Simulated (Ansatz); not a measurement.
**BGeO (quartet): wave-function methods side by side, cc-pVDZ**

The task here is to estimate one member of a computed series from the others.

The runs use Ansatz 0.2.0, Gaussian basis; cc-pVDZ, core rule «outside noble gas», up to 16 orbitals frozen.

Plan: UHF; CCSD(T) on ROHF; CCSD(T) on UHF; BCCD(T) on ROHF; CISD; CCSDT(Q) on ROHF; CCSDT(Q) on UHF.

26 further runs of the same task are left out: 6 for a known fault of the program, 9 that didn't finish, 11 set aside as unsound or not needed.

### The geometry

The geometry is a PBE0/def2-TZVP stationary point (not a proven minimum) of the parent state, kept for this charge and spin. No spin-orbit coupling is included. The filled d shell of Ge may be among the frozen orbitals whatever the setting's name suggests; the logs give the count.

3 atoms, charge 0, spin multiplicity 4.

Atoms are counted from 1 here; the program's logs count them from 0.

Bond lengths: B1–O2 1.282 Å, O2–Ge3 1.826 Å. Angles: B1–O2–Ge3 180.0°.

The first run:

The input, in.yaml:

```yaml
crystal:
  periodic: [false, false, false]
  atoms:
    - {symbol: B, position_ang: [0.000000, 0.000000, -1.463800]}
    - {symbol: O, position_ang: [0.000000, 0.000000, -0.181300]}
    - {symbol: Ge, position_ang: [0.000000, 0.000000, 1.645100]}
basis:
  gaussian: {orbitals: cc-pVDZ}
magnetization: {spin_polarized: true, initial_magnetization: 3}
hamiltonian: {xc: hf}
output: {orbitals: {seedname: orbitals}}
```

Command:

```
> ansatz run in.yaml --threads 1 --pin off --events-out ev --progress --plain --max-ram 2393MiB
```

Among the steps run: UHF; CCSD(T) on ROHF; CCSD(T) on UHF; BCCD(T) on ROHF; CISD; CCSDT(Q) on ROHF; CCSDT(Q) on UHF.

One of the session's tables, all rows but one given; the rest of the session is left out.

| method | from RCCSDT(Q) (kcal/mol) |
| --- | --- |
| ROHF | +211.28 |
| UHF | +204.06 |
| RMP2 | +21.36 |
| UMP2 | +21.22 |
| RCCSD | +10.27 |
| UCCSD | +9.99 |
| RCCSD(T) | +1.58 |
| UCCSD(T) | +1.86 |
| BCCD(T) | +1.95 |
| RCCSDT | ? |
| UCCSDT | +0.60 |
| RCCSDT(Q) | 0 |
| UCCSDT(Q) | -0.61 |

Q: Estimate the row for RCCSDT from the others.

**Answer.** from RCCSDT(Q) (kcal/mol): +0.66. In the column «from RCCSDT(Q) (kcal/mol)» it lies between UCCSDT (+0.60) and RCCSD(T) (+1.58).

Not comparable, so not listed: CISD (they don't share determinant, frozen orbitals or solution with the rows shown, or repeat one).

Caveats from the session: Warnings: spin contamination; large T1 diagnostic. Restricted and unrestricted rows rest on different reference determinants; where their highest levels disagree by more than a few hundredths of an eV, they describe different states and don't form one ladder.
